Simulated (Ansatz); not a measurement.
# CdH₄O₂Si: up Jacob's ladder to CCSD(T)

The task here is to estimate one member of a computed series from the others.

Program: Ansatz 0.2.0, Gaussian basis. Level of theory: functionals in def2-TZVPP, the program's frozen cores in correlated methods. These are calculated values, not measurements.

Plan: LDA (SPW92), PBE-D4, revPBE-D4, BLYP-D4, r2SCAN-D4, B97M-V, PBE0-D4, B3LYP-D4, r2SCANh-D4, r2SCAN0-D4, HSE06-D4, BHLYP-D4, CAM-B3LYP-D4, LC-ωPBE, ωB97X-V, ωB97M-V, B2PLYP, PBE-QIDH; CCSD(T)/def2-SVP; CCSD(T)/def2-TZVPP; MP2/def2-QZVPP; extrapolation to the limit; RPA on PBE.

## The geometry

All runs share one geometry, relaxed beforehand with PBE0-D4 in a triple-zeta def2 set. Cd takes the def2 core potential; no spin-orbit term is included.

SMILES `[OH][Cd][O][SiH3]`, 8 atoms, charge 0, spin multiplicity 1.

Atoms are counted from 1 here; the program's logs count them from 0.

Bond lengths: O1–Cd2 1.953 Å, O1–H5 0.960 Å, Cd2–O3 1.952 Å, O3–Si4 1.624 Å, Si4–H6 1.494 Å, Si4–H7 1.495 Å, Si4–H8 1.488 Å. Angles: Cd2–O1–H5 112.4°, O1–Cd2–O3 174.2°, Cd2–O3–Si4 134.7°, O3–Si4–H6 112.1°, O3–Si4–H7 112.0°, O3–Si4–H8 109.2°, H6–Si4–H7 106.8°, H6–Si4–H8 108.4°, H7–Si4–H8 108.3°.

Coordinates:

```xyz
8
charge 0, multiplicity 1
O     0.40390    2.57275   -2.27841
Cd    0.17983    0.91371   -1.27304
O     0.06757   -0.83152   -0.40597
Si   -0.05858   -1.33680    1.13201
H    -0.28786    3.21134   -2.09001
H     1.11619   -0.92332    1.95711
H    -1.27389   -0.78453    1.80428
H    -0.14719   -2.82164    1.15403
```

Set-up of the first run:

The input, in.yaml:

```yaml
crystal:
  periodic: [false, false, false]
  atoms:
    - {symbol: O, position_ang: [0.403904, 2.572755, -2.278414]}
    - {symbol: Cd, position_ang: [0.179835, 0.913714, -1.273042]}
    - {symbol: O, position_ang: [0.067571, -0.831523, -0.405971]}
    - {symbol: Si, position_ang: [-0.058577, -1.336796, 1.132012]}
    - {symbol: H, position_ang: [-0.287863, 3.211337, -2.090008]}
    - {symbol: H, position_ang: [1.116193, -0.923325, 1.957107]}
    - {symbol: H, position_ang: [-1.273887, -0.784534, 1.804279]}
    - {symbol: H, position_ang: [-0.147185, -2.821638, 1.154027]}
basis:
  gaussian: {orbitals: def2-TZVPP}
hamiltonian: {xc: lda}
output: {orbitals: {seedname: orbitals}}
```

Launch:

```
> ansatz run in.yaml --threads 4 --pin off --events-out ev --progress --plain --max-ram 10444MiB
```

Steps of the session up to this table: LDA; PBE-D4 (GGA); revPBE-D4 (GGA); BLYP-D4 (GGA); r2SCAN-D4 (meta-GGA); B97M-V (meta-GGA); PBE0-D4 (hybrid); B3LYP-D4 (hybrid); r2SCANh-D4 (hybrid); r2SCAN0-D4 (hybrid); HSE06-D4 (hybrid); BHLYP-D4 (hybrid); CAM-B3LYP-D4 (range-separated); LC-ωPBE (range-separated); ωB97X-V (range-separated); ωB97M-V (range-separated); B2PLYP (double hybrid); PBE-QIDH (double hybrid).

One of the session's tables, all rows but one given; the rest of the session is left out.

It belongs to the step «Orbital energies across the functionals». 

| functional | HOMO (eV) | LUMO (eV) | gap (eV) |
| --- | --- | --- | --- |
| LDA (SPW92) | -6.81 | -2.93 | 3.88 |
| PBE-D4 | -6.62 | -2.66 | 3.97 |
| revPBE-D4 | ? | ? | ? |
| BLYP-D4 | -6.55 | -2.64 | 3.90 |
| r2SCAN-D4 | -6.94 | -2.40 | 4.55 |
| B97M-V | -7.04 | -2.60 | 4.44 |
| PBE0-D4 | -8.11 | -1.75 | 6.36 |
| B3LYP-D4 | -7.90 | -2.09 | 5.81 |
| r2SCANh-D4 | -7.51 | -2.07 | 5.44 |
| r2SCAN0-D4 | -8.34 | -1.60 | 6.74 |
| HSE06-D4 | -7.70 | -2.12 | 5.58 |
| BHLYP-D4 | -9.52 | -0.98 | 8.54 |
| CAM-B3LYP-D4 | -9.56 | -0.86 | 8.70 |
| LC-ωPBE | -10.88 | 0.45 | 11.32 |
| ωB97X-V | -10.55 | 0.24 | 10.79 |
| ωB97M-V | -10.44 | -0.03 | 10.41 |

Q: Estimate the row for revPBE-D4 from the others.

The run gave: HOMO (eV): -6.55; LUMO (eV): -2.54; gap (eV): 4.01.
